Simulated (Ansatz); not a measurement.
CsLiCr2Te2S3:

```
CELL_PARAMETERS angstrom
3.31929 1.91639 6.87982
-3.31929 1.91639 6.87982
0.00000 -3.83279 6.87982
ATOMIC_POSITIONS crystal
Cs 0.00000 0.00000 0.00000
Li 0.50000 0.50000 0.50000
Cr 0.79848 0.79848 0.79848
Cr 0.20152 0.20152 0.20152
Te 0.67990 0.67990 0.67990
Te 0.32010 0.32010 0.32010
S 0.13626 0.86374 0.50000
S 0.50000 0.13626 0.86374
S 0.86374 0.50000 0.13626
```

The cell was built by a generator and needn't be a form met in nature.

Program: Ansatz 0.2.0. Alike in all runs: cell as given; cutoff (eV) 305; smearing fermi-dirac 0.05 eV; basis error allowed 0.002 eV/atom; the mesh is coarse, so values aren't converged.

Q: Order these runs on this cell by their pressure, lowest first.
A. level PBE; potentials or basis all-electron LAPW, relativistic spinors; spin non-collinear, ferromagnetic start, SOC; k mesh 3 × 3 × 3
B. level PBE+U; potentials or basis all-electron LAPW, scalar-relativistic; spin collinear, ferromagnetic start; U Cr d U = 6 eV; k mesh 4 × 4 × 4
C. level LDA; potentials or basis all-electron LAPW, scalar-relativistic; spin collinear, ferromagnetic start; k mesh 4 × 4 × 4
D. level PBEsol; potentials or basis all-electron LAPW, scalar-relativistic; spin collinear, ferromagnetic start; k mesh 4 × 4 × 4
E. level BLYP; potentials or basis all-electron LAPW, scalar-relativistic; spin collinear, ferromagnetic start; k mesh 4 × 4 × 4

A: C (-3.9 GPa), D (-2.1 GPa), A (0.1 GPa), E (2.1 GPa), B (5.0 GPa).

Caveats: some runs use coarse meshes; the k mesh is thin for a metal, which can move the energy by tens of meV per atom; the magnetic state may not be the lowest (some runs); U is the effective U less J, on atomic orbitals that reach past the spheres (some runs).

Not every run made on this cell is shown here.
